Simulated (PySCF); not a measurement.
# CH5FOSn (SMILES [CH3][SnH]([OH])[F]) at 6 levels

Wanted: a comparison of 6 runs (HF/STO-3G, HF/3-21G, HF/def2-SVP, PBE/3-21G, B3LYP/def2-SVP, MP2/def2-SVPD) of CH5FOSn. The job is set up through a Python script.

Program for the calculation: PySCF 2.14.0.

### 1 The system as given

The species is CH5FOSn (9 atoms), meant as a singlet with charge 0. SMILES: `[CH3][SnH]([OH])[F]`. The coordinates come from a PBE0-D4/def2-TZVP relaxation. This is one conformer, not always the lowest.

Bond lengths: C1–Sn2 2.120 Å, Sn2–O3 1.954 Å, Sn2–F4 1.928 Å, C1–H5 1.090 Å, C1–H6 1.090 Å, C1–H7 1.090 Å, Sn2–H8 1.697 Å, O3–H9 0.960 Å. Some angles: C1–Sn2–O3 112.2°, C1–Sn2–F4 104.4°, O3–Sn2–F4 104.6°, C1–Sn2–H8 121.5°, O3–Sn2–H8 105.6°, F4–Sn2–H8 107.3°, Sn2–C1–H5 109.8°, Sn2–C1–H6 110.0°, Sn2–C1–H7 108.7°, Sn2–O3–H9 113.8°.

### 2 Energy and gradient at HF/STO-3G (run 1)

File run.py:

```python
# [CH3][SnH]([OH])[F]
from pyscf import gto

mol = gto.Mole()
mol.atom = '''
C     -0.348000     1.320900    -0.172600
Sn    -0.271200    -0.757400     0.237600
O      1.527400    -1.346400     0.725000
F     -0.613200    -1.596000    -1.464600
H     -1.361700     1.603400    -0.455800
H     -0.043600     1.885400     0.708500
H      0.329800     1.539100    -0.997600
H     -1.308700    -1.477000     1.371800
H      2.177700    -1.218400     0.030600
'''
mol.spin = 0
mol.verbose = 4
mol.charge = 0
mol.basis = 'sto-3g'
mol.max_memory = 1860
mol.build()

mf = mol.RHF()
mf.conv_tol = 1e-10
mf.kernel()
if not mf.converged:
    mf = mf.newton().run(mf.mo_coeff, mf.mo_occ)

e_tot = mf.e_tot
print('Final energy', e_tot)
grad = mf.nuc_grad_method().kernel()
mf.analyze()
```

Started as:

```console
$ OMP_NUM_THREADS=1 python run.py
```

Log:

```text
PySCF version 2.14.0

[... 81 lines left out ...]
One-electron Energy =                -9380.957033428901923
[... 6 lines left out ...]
MO #2   energy= -153.558057100465  occ= 2
[... 4 lines left out ...]
MO #7   energy= -26.6158881142686  occ= 2
[... 4 lines left out ...]
MO #12  energy= -18.2182342291032  occ= 2
[... 4 lines left out ...]
MO #17  energy= -10.9901439467157  occ= 2
[... 4 lines left out ...]
MO #22  energy= -1.36318339568659  occ= 2
[... 4 lines left out ...]
MO #27  energy= -0.913948882603689 occ= 2
[... 4 lines left out ...]
MO #32  energy= -0.52511974081979  occ= 2
[... 4 lines left out ...]
MO #37  energy= -0.358438502789143 occ= 2
[... 4 lines left out ...]
MO #42  energy= 0.421163465919013  occ= 0
[... 4 lines left out ...]
MO #47  energy= 0.746317408105901  occ= 0
[... 20 lines left out ...]
pop of  1 Sn 4pz          1.99957
pop of  1 Sn 5px          0.66304
pop of  1 Sn 5py          0.72333
pop of  1 Sn 5pz          0.65401
pop of  1 Sn 3dxy         2.00000
pop of  1 Sn 3dyz         1.99999
pop of  1 Sn 3dz^2        1.99999
pop of  1 Sn 3dxz         1.99999
pop of  1 Sn 3dx2-y2      1.99999
pop of  1 Sn 4dxy         1.99602
pop of  1 Sn 4dyz         1.99358
pop of  1 Sn 4dz^2        1.99425
pop of  1 Sn 4dxz         1.99422
pop of  1 Sn 4dx2-y2      1.99030
pop of  2 O 1s            1.99991
pop of  2 O 2s            1.71829
pop of  2 O 2px           1.26754
pop of  2 O 2py           1.88369
pop of  2 O 2pz           1.52701
pop of  3 F 1s            1.99997
pop of  3 F 2s            1.91950
pop of  3 F 2px           1.94724
pop of  3 F 2py           1.87154
pop of  3 F 2pz           1.57754
pop of  4 H 1s            0.96954
pop of  5 H 1s            0.97062
pop of  6 H 1s            0.96941
pop of  7 H 1s            1.15854
pop of  8 H 1s            0.90160
 ** Mulliken atomic charges  **
charge of    0C =     -0.28039
charge of    1Sn =      0.96235
charge of    2O =     -0.39645
charge of    3F =     -0.31580
charge of    4H =      0.03046
charge of    5H =      0.02938
charge of    6H =      0.03059
charge of    7H =     -0.15854
charge of    8H =      0.09840
Dipole moment(X, Y, Z, Debye): -0.49872,  1.49497,  0.33156
```

Wall time 4.2 s (1 thread of Arm Neoverse V1, shared host); peak memory 0.12 GiB.

### 3 Energy and gradient at HF/3-21G (run 2)

File job.py:

```python
# [CH3][SnH]([OH])[F]
from pyscf import gto

molecule = gto.M(
    atom='''
C   -0.348000   1.320900  -0.172600
Sn  -0.271200  -0.757400   0.237600
O    1.527400  -1.346400   0.725000
F   -0.613200  -1.596000  -1.464600
H   -1.361700   1.603400  -0.455800
H   -0.043600   1.885400   0.708500
H    0.329800   1.539100  -0.997600
H   -1.308700  -1.477000   1.371800
H    2.177700  -1.218400   0.030600
''',
    verbose=4,
    basis='3-21g',
    max_memory=1860,
)

hf = molecule.RHF()
hf.conv_tol = 1e-10
hf.kernel()
if not hf.converged:
    hf = hf.newton().run(hf.mo_coeff, hf.mo_occ)

energy = hf.e_tot
print('Final energy', energy)
grad = hf.nuc_grad_method().kernel()
hf.analyze()
```

Started as:

```console
$ OMP_NUM_THREADS=1 python job.py
```

Log:

```text
PySCF version 2.14.0

[... 82 lines left out ...]
Two-electron Energy =                 2776.598333356014791
[... 8 lines left out ...]
MO #5   energy= -145.405433400763  occ= 2
[... 6 lines left out ...]
MO #12  energy= -19.1090201752485  occ= 2
[... 6 lines left out ...]
MO #19  energy= -3.96193496805397  occ= 2
[... 6 lines left out ...]
MO #26  energy= -1.44187199094417  occ= 2
[... 6 lines left out ...]
MO #33  energy= -0.577469214683178 occ= 2
[... 6 lines left out ...]
MO #40  energy= 0.145573368818303  occ= 0
[... 6 lines left out ...]
MO #47  energy= 0.345665251378156  occ= 0
[... 6 lines left out ...]
MO #54  energy= 1.05070902879773   occ= 0
[... 6 lines left out ...]
MO #61  energy= 1.89939829957431   occ= 0
[... 6 lines left out ...]
MO #68  energy= 3.70616257635024   occ= 0
[... 41 lines left out ...]
pop of  1 Sn 4dx2-y2      1.99901
pop of  2 O 1s            1.99986
pop of  2 O 2s            1.68285
pop of  2 O 3s            0.00301
pop of  2 O 2px           1.48280
pop of  2 O 2py           1.89220
pop of  2 O 2pz           1.66072
pop of  2 O 3px           0.00196
pop of  2 O 3py           0.00327
pop of  2 O 3pz           0.00249
pop of  3 F 1s            1.99991
pop of  3 F 2s            1.88500
pop of  3 F 3s            0.00287
pop of  3 F 2px           1.93973
pop of  3 F 2py           1.91779
pop of  3 F 2pz           1.80835
pop of  3 F 3px           0.00112
pop of  3 F 3py           0.00140
pop of  3 F 3pz           0.00227
pop of  4 H 1s            0.87503
pop of  4 H 2s            0.00849
pop of  5 H 1s            0.87742
pop of  5 H 2s            0.00839
pop of  6 H 1s            0.87710
pop of  6 H 2s            0.00855
pop of  7 H 1s            1.15300
pop of  7 H 2s            0.00277
pop of  8 H 1s            0.71171
pop of  8 H 2s            0.00981
 ** Mulliken atomic charges  **
charge of    0C =     -0.59478
charge of    1Sn =      1.41466
charge of    2O =     -0.72916
charge of    3F =     -0.55845
charge of    4H =      0.11648
charge of    5H =      0.11419
charge of    6H =      0.11435
charge of    7H =     -0.15577
charge of    8H =      0.27848
Dipole moment(X, Y, Z, Debye): -0.22167,  2.90213,  0.54206
```

Run time: 4.2 s. Hardware: 1 thread of Arm Neoverse V1, shared host; peak memory 0.14 GiB.

Run 3 isn't shown in full; the table further down has it.

### 4 Energy and gradient at PBE/3-21G (run 4)

File calc.py:

```python
# [CH3][SnH]([OH])[F]
from pyscf import gto, dft

mol = gto.M(
    atom=[
    ('C', (-0.348000, 1.320900, -0.172600)),
    ('Sn', (-0.271200, -0.757400, 0.237600)),
    ('O', (1.527400, -1.346400, 0.725000)),
    ('F', (-0.613200, -1.596000, -1.464600)),
    ('H', (-1.361700, 1.603400, -0.455800)),
    ('H', (-0.043600, 1.885400, 0.708500)),
    ('H', (0.329800, 1.539100, -0.997600)),
    ('H', (-1.308700, -1.477000, 1.371800)),
    ('H', (2.177700, -1.218400, 0.030600)),
],
    max_memory=1860,
    verbose=4,
    charge=0,
    basis='3-21g',
    spin=0,
)

myscf = dft.RKS(mol, xc='pbe')
myscf.grids.level = 5
myscf.conv_tol = 1e-10
myscf.kernel()
if not myscf.converged:
    myscf = myscf.newton().run(myscf.mo_coeff, myscf.mo_occ)

energy = myscf.e_tot
print('E(%s) = %.9f' % ('PBE', energy))
grad = myscf.nuc_grad_method().kernel()
dip = myscf.dip_moment()
pop, q = myscf.mulliken_pop()
```

Started as:

```console
$ OMP_NUM_THREADS=1 python calc.py
```

Log:

```text
PySCF version 2.14.0

[... 84 lines left out ...]
converged SCF energy = -6213.07113784112
[... 13 lines left out ...]
Dipole moment(X, Y, Z, Debye):  0.21074,  2.38549,  0.12209
[... 39 lines left out ...]
pop of  1 Sn 4dxz         1.99701
pop of  1 Sn 4dx2-y2      1.99428
pop of  2 O 1s            1.98360
pop of  2 O 2s            0.42303
pop of  2 O 3s            1.48865
pop of  2 O 2px           0.62940
pop of  2 O 2py           0.79262
pop of  2 O 2pz           0.69225
pop of  2 O 3px           0.75191
pop of  2 O 3py           1.01443
pop of  2 O 3pz           0.87586
pop of  3 F 1s            1.98282
pop of  3 F 2s            0.44361
pop of  3 F 3s            1.53498
pop of  3 F 2px           0.85577
pop of  3 F 2py           0.84580
pop of  3 F 2pz           0.77239
pop of  3 F 3px           1.01534
pop of  3 F 3py           0.99791
pop of  3 F 3pz           0.91877
pop of  4 H 1s            0.45763
pop of  4 H 2s            0.29704
pop of  5 H 1s            0.45774
pop of  5 H 2s            0.29855
pop of  6 H 1s            0.45808
pop of  6 H 2s            0.29728
pop of  7 H 1s            0.40301
pop of  7 H 2s            0.75462
pop of  8 H 1s            0.44495
pop of  8 H 2s            0.19744
 ** Mulliken atomic charges  **
charge of    0C =     -1.00492
charge of    1Sn =      1.09038
charge of    2O =     -0.65176
charge of    3F =     -0.36738
charge of    4H =      0.24533
charge of    5H =      0.24371
charge of    6H =      0.24464
charge of    7H =     -0.15763
charge of    8H =      0.35762
```

Wall time 26 s (1 thread of Arm Neoverse V1, shared host); peak memory 0.67 GiB.

Run 5 isn't shown in full; the table further down has it.

### 5 Energy and gradient at MP2/def2-SVPD (core potential) (run 6)

File input.py:

```python
from pyscf import gto, mp

molecule = gto.M(
    atom='''
C     -0.348000     1.320900    -0.172600
Sn    -0.271200    -0.757400     0.237600
O      1.527400    -1.346400     0.725000
F     -0.613200    -1.596000    -1.464600
H     -1.361700     1.603400    -0.455800
H     -0.043600     1.885400     0.708500
H      0.329800     1.539100    -0.997600
H     -1.308700    -1.477000     1.371800
H      2.177700    -1.218400     0.030600
''',
    charge=0,
    spin=0,
    max_memory=1860,
    basis='def2-svpd',
    verbose=4,
    ecp={'Sn': 'def2-svp'},
)

mf = molecule.RHF()
mf.conv_tol = 1e-10
mf.kernel()
if not mf.converged:
    mf = mf.newton().run(mf.mo_coeff, mf.mo_occ)

pt = mp.MP2(mf, frozen=7).run()
e_final = pt.e_tot
print('E(%s) = %.9f' % ('MP2', e_final))
grad = pt.nuc_grad_method().kernel()
mf.analyze()
```

Started as:

```console
$ OMP_NUM_THREADS=1 python input.py
```

Log:

```text
PySCF version 2.14.0

[... 86 lines left out ...]
Total Energy =                        -428.309534372602116
[... 14 lines left out ...]
MO #8   energy= -1.49800470595197  occ= 2
[... 12 lines left out ...]
MO #21  energy= -0.585361124820858 occ= 2
[... 12 lines left out ...]
MO #34  energy= 0.176476682829163  occ= 0
[... 12 lines left out ...]
MO #47  energy= 0.338220421859227  occ= 0
[... 12 lines left out ...]
MO #60  energy= 0.488156594276602  occ= 0
[... 12 lines left out ...]
MO #73  energy= 0.717900652445905  occ= 0
[... 12 lines left out ...]
MO #86  energy= 1.05324124887656   occ= 0
[... 12 lines left out ...]
MO #99  energy= 1.78327935986642   occ= 0
[... 12 lines left out ...]
MO #112 energy= 2.21255488546011   occ= 0
[... 12 lines left out ...]
MO #125 energy= 3.39517776872558   occ= 0
[... 12 lines left out ...]
MO #138 energy= 53.0710381368028   occ= 0
[... 111 lines left out ...]
pop of  5 H 2py           0.00196
pop of  5 H 2pz           0.00131
pop of  5 H 3px           0.00079
pop of  5 H 3py           0.00375
pop of  5 H 3pz           0.00127
pop of  6 H 1s            0.88301
pop of  6 H 2s            0.00826
pop of  6 H 2px           0.00083
pop of  6 H 2py           0.00132
pop of  6 H 2pz           0.00170
pop of  6 H 3px           0.00080
pop of  6 H 3py           0.00291
pop of  6 H 3pz           0.00199
pop of  7 H 1s            1.50994
pop of  7 H 2s            0.02731
pop of  7 H 2px           0.02118
pop of  7 H 2py           0.01573
pop of  7 H 2pz           0.02099
pop of  7 H 3px           0.00433
pop of  7 H 3py           0.00454
pop of  7 H 3pz           0.00492
pop of  8 H 1s            0.64350
pop of  8 H 2s            0.02085
pop of  8 H 2px           0.00508
pop of  8 H 2py           0.00426
pop of  8 H 2pz           0.00290
pop of  8 H 3px           0.00462
pop of  8 H 3py           0.00098
pop of  8 H 3pz           0.00119
 ** Mulliken atomic charges  **
charge of    0C =     -0.93380
charge of    1Sn =      3.17195
charge of    2O =     -1.23830
charge of    3F =     -0.99808
charge of    4H =      0.09803
charge of    5H =      0.09335
charge of    6H =      0.09919
charge of    7H =     -0.60894
charge of    8H =      0.31661
Dipole moment(X, Y, Z, Debye): -0.45866,  3.08294,  1.00571
```

It took 50 s on 1 thread of Arm Neoverse V1, shared host; peak memory 1.9 GiB.

### 6 All runs side by side

| run | level | core potential | integration grid | energy (Eh) | dipole moment (D) of the reference | HOMO energy (eV) | LUMO energy (eV) | wall time |
| --- | --- | --- | --- | --- | --- | --- | --- | --- |
| 1 | HF/STO-3G | – | – | -6175.515090 | 1.61 | -8.59 | 10.15 | 4.2 s |
| 2 | HF/3-21G | – | – | -6210.249263 | 2.96 | -11.62 | 3.96 | 4.2 s |
| 3 | HF/def2-SVP (core potential) | def2-svp | – | -428.285353 | 3.23 | -11.83 | 3.35 | 9 s |
| 4 | PBE/3-21G | – | 5 | -6213.071138 | 2.40 | -6.00 | -0.45 | 26 s |
| 5 | B3LYP/def2-SVP (core potential) | def2-svp | 5 | -430.409649 | 2.86 | -7.97 | -0.36 | 37 s |
| 6 | MP2/def2-SVPD (core potential) | def2-svp | – | -428.991921 | 3.28 | -11.92 | 1.78 | 50 s |

### 7 Summary of results

| quantity | value |
| --- | --- |
| run 6: total energy | -428.99192 Eh |
| run 6: dipole moment (Hartree–Fock density) | 3.28 D |
| run 6: HOMO energy (Hartree–Fock orbitals) | -11.92 eV |
| run 6: LUMO energy (Hartree–Fock orbitals) | 1.78 eV |
| run 6: HOMO–LUMO gap (Hartree–Fock orbitals) | 13.70 eV |
| run 6: correlation energy (7 core orbitals frozen) | -682.4 mEh |
| run 6: largest force on an atom | 1.042 eV/Å |

Over runs 1, 2, 3, 4, 5 the dipole moment (its size) runs from 1.61 D (HF/STO-3G) to 3.23 D (HF/def2-SVP). The two ends differ in basis and core potential. Over runs 1, 2, 3, 4, 5 the HOMO–LUMO gap runs from 5.55 eV (PBE/3-21G) to 18.74 eV (HF/STO-3G). The two ends differ in method and basis. Totals of different functionals can't be ranked against each other. Some runs of one species differ in core potentials or relativity; totals across that change don't compare. In run 1 the basis is minimal, so the values are rough. In runs 1, 2, 4 relativity is left out where basis or elements ask for it. All runs together took 2.2 min, the longest 50 s.
